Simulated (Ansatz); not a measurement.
# BrGeH: the cost of one run

Computed with Ansatz 0.2.0, Gaussian basis. Level: def2-QZVPP, all electrons in the functionals, frozen cores in the correlation of double hybrids and RPA.

To be run: PBE, BLYP, r2SCAN, B97M-V, PBE0, B3LYP, wB97M-V, B2PLYP, at charge 0, singlet; charge 0, triplet; charge 1, doublet.

6 further runs of the same task are left out: 6 set aside as unsound or not needed.

**1. The system**

The geometry is a PBE0/def2-TZVP stationary point (not a proven minimum). No spin-orbit coupling is included. The filled d shell of Ge, Br may be among the frozen orbitals whatever the setting's name suggests; the logs give the count.

3 atoms, charge 0, spin multiplicity 1.

Atoms are counted from 1 here; the program's logs count them from 0.

Bond lengths: Ge1–Br2 2.339 Å, Ge1–H3 1.598 Å. Angles: Br2–Ge1–H3 93.3°.

No dispersion term is added; B97M-V, wB97M-V hold VV10 nonlocal correlation. B3LYP takes the VWN-RPA correlation.

The geometry shown and the zero of energy belong to the point charge 0, singlet. The yardstick, RCCSD(T), and other wave-function levels (R restricted, U unrestricted, valence and pair active spaces) come from earlier runs.

**2. PBE, charge 0, singlet**

Contents of in.yaml:

```yaml
crystal:
  periodic: [false, false, false]
  atoms:
    - {symbol: Ge, position_ang: [0.000000, -0.038171, 1.216039]}
    - {symbol: Br, position_ang: [0.000000, 0.015084, -1.122445]}
    - {symbol: H, position_ang: [0.000000, 1.555115, 1.344104]}
basis:
  gaussian: {orbitals: "def2-QZVPP.json"}
magnetization: {spin_polarized: true, initial_magnetization: 0}
hamiltonian: {xc: {name: PBE}}
output: {orbitals: {seedname: orbitals}}
```

Run with:

```sh
ansatz run in.yaml --threads 1 --pin off --events-out ev --progress --plain --max-ram 2393MiB
```

What time and memory should one allow on 1 thread of AMD EPYC 7B13, shared host?

About 6 s, with a peak of 0.29 GiB.
